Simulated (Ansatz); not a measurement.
This script drives the Ansatz DFT code, driven from Python.

Input file `csba3.cif`:
```cif
data_CsBa3
_cell_length_a 6.604371
_cell_length_b 6.604371
_cell_length_c 6.604371
_cell_angle_alpha 90.00000
_cell_angle_beta 90.00000
_cell_angle_gamma 90.00000
_symmetry_space_group_name_H-M 'P 1'
_symmetry_Int_Tables_number 1
loop_
_symmetry_equiv_pos_as_xyz
'x, y, z'
loop_
_atom_site_label
_atom_site_type_symbol
_atom_site_fract_x
_atom_site_fract_y
_atom_site_fract_z
Cs1 Cs    0.000000    0.000000    0.000000
Ba2 Ba    0.000000    0.500000    0.500000
Ba3 Ba    0.500000    0.000000    0.500000
Ba4 Ba    0.500000    0.500000    0.000000
```

`run_xc.py`
```python
"""One structure of CsBa3 under several functionals."""

import warnings

import ansatz as az
from ase.io import read


def main() -> None:
    warnings.simplefilter("ignore", az.DeckWarning)

    atoms = read("csba3.cif")
    xtal = az.Crystal.from_ase(atoms)

    setup = (
        xtal.calculation()
        .kpoints(4)
        .occupations("fermi_dirac", width=0.15)
    )

    rows = []
    for value in ["r2scan", "revpbe", "rpbe", "pbe", "pbesol"]:
        rep = setup.functional(value).run(threads=1).report
        rows.append((value, rep["free_energy_ev"] / len(rep["lattice"]["sites"]), rep["n_iterations"], rep["n_kpoints"]))

    print("  functional   F/atom (eV)    iterations      k-points")
    for row in rows:
        print(f"{str(row[0]):>12s}  {row[1]:12.5f}  {row[2]:12d}  {row[3]:12d}")


if __name__ == "__main__":
    main()
```

It is started by `python run_xc.py`. How long does it take on 1 thread of Arm Neoverse V2, on a shared host, and how much memory does it need?

It took about 29 s, with a peak of 1 GiB, for 5 runs of the engine.

```console
$ python run_xc.py
  functional   F/atom (eV)    iterations      k-points
      r2scan   -5894.70442             7            10
      revpbe   -5886.61884             7            10
        rpbe   -5889.39698             7            10
         pbe   -5879.75123             7            10
      pbesol   -5793.29667             7            10
```

The mesh is modest for a metal, so energies can be off by several to tens of meV an atom and pressures by half a GPa or more; differences at equal mesh fare better. A Fermi-Dirac width this large means warm electrons, whose thermal share enters the free energy. The structure comes from a database of computed cells and needn't be a stable or known phase. Total energies of different functionals can't be compared; pressures, moments and gaps at this one structure can.
